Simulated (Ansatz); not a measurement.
I need vertical energies of changing the electron count of HI (charge +1). Use the Ansatz DFT code, driven from Python. Use (for the species named): Hartree-Fock, def2-TZVP basis, multiplicity 2.

```xyz
2

H     0.0000    0.0000    0.0000
I     0.0000    0.0000    1.7300
```

`ip_hi.py`
```python
# -*- coding: utf-8 -*-
"""Vertical ionisation energy of HI(+)."""

import ansatz as az


def energy(molecule, charge=0, unpaired=0):
    calc = molecule.calculation().basis(gaussian="def2-TZVP").functional("hf")
    if charge:
        calc = calc.charge(charge)
    if unpaired:
        calc = calc.spin("collinear", total=unpaired)
    return calc.run(threads=1, pin="off").report["free_energy_ev"]

geometry_ang = [
    ("H", (0.0, 0.0, 0.0)),
    ("I", (0.0, 0.0, 1.73)),
]
hi = az.Crystal.molecule()
for symbol, xyz in geometry_ang:
    hi = hi.atom(symbol, xyz)

# delta-SCF style differences, no relaxation
parent = energy(hi, 1, 1)
cation = energy(hi, 2, 0)
print(f"E(N)   = {parent:.5f} eV")
print(f"E(N-1) = {cation:.5f} eV  (0 unpaired)")
print(f"vertical ionisation energy {cation - parent:.3f} eV")
other = energy(hi, 2, 2)
print(f"to the state with 2 unpaired electrons: {other - parent:.3f} eV")
```

```console
$ python ip_hi.py
E(N)   = -8078.64897 eV
E(N-1) = -8059.03345 eV  (0 unpaired)
vertical ionisation energy 19.616 eV
to the state with 2 unpaired electrons: 17.374 eV
```

Reading the output:
- The settings weren't tested for convergence.
- The geometry is a force-field or estimated start, not a minimum of this method, and the basis set is short of its limit. All parts are taken at fixed geometry, without zero-point energy. At an unrelaxed start these energies can be a whole eV from those at the minimum, and a small affinity can change sign.
- def2 sets replace the cores of elements past krypton by effective core potentials.
- The species is open-shell (spin multiplicity 2).
- Hartree-Fock leaves correlation out, so bond, atomisation and ionisation energies come out well too low.
- Only the spin states typed were run; another state of an ion can lie lower, by up to an eV or two.
- Run time: 3.3 s on 1 thread of Intel(R) Xeon(R) Processor @ 2.30GHz, with other jobs on the host, peak memory 0.19 GiB.
